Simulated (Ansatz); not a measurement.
Runs of Ansatz 0.2.0 on LiTiB4. Symmetry: P6/mmm, No. 191, hexagonal system. Conventional cell: a = 3.021 Å, b = 3.021 Å, c = 6.761 Å, α = 90.00°, β = 90.00°, γ = 120.00°. Li (site symmetry 6/mmm) is surrounded by 12 B at 2.51 Å. Ti (site symmetry 6/mmm) has 12 B at 2.35 Å as nearest neighbours. B (site symmetry 3m) has 3 B at 1.74 Å as nearest neighbours. The cell was built by a generator and needn't be a form met in nature.

```csv
level,gap on the mesh (eV),pressure (GPa),relaxed volume (Å³/atom)
RPBE,none,0.0,9.09
LDA,none,0.0,(a)
BLYP,none,0.0,(b)
PBEsol,none,0.0,8.70
revPBE,none,0.0,9.05
```

Alike in all rows: task relaxation of cell and atoms; potentials or basis Ansatz PAW; no spin polarisation; cell relaxed; k mesh 7 × 7 × 3; cutoff (eV) 420; smearing fermi-dirac 0.05 eV.

Problem. Estimate the missing entries.

Solution. (a) 8.44; (b) 9.12.

Caveats: the plane-wave basis is chosen anew once the cell has moved, so the energies of steps on either side of that aren't comparable; the PAW data sets come from PBE, with cores solved anew for the run's functional, which leaves a small shift of forces and pressure.

A gap of «none» marks a metal or a gap under the smearing width.
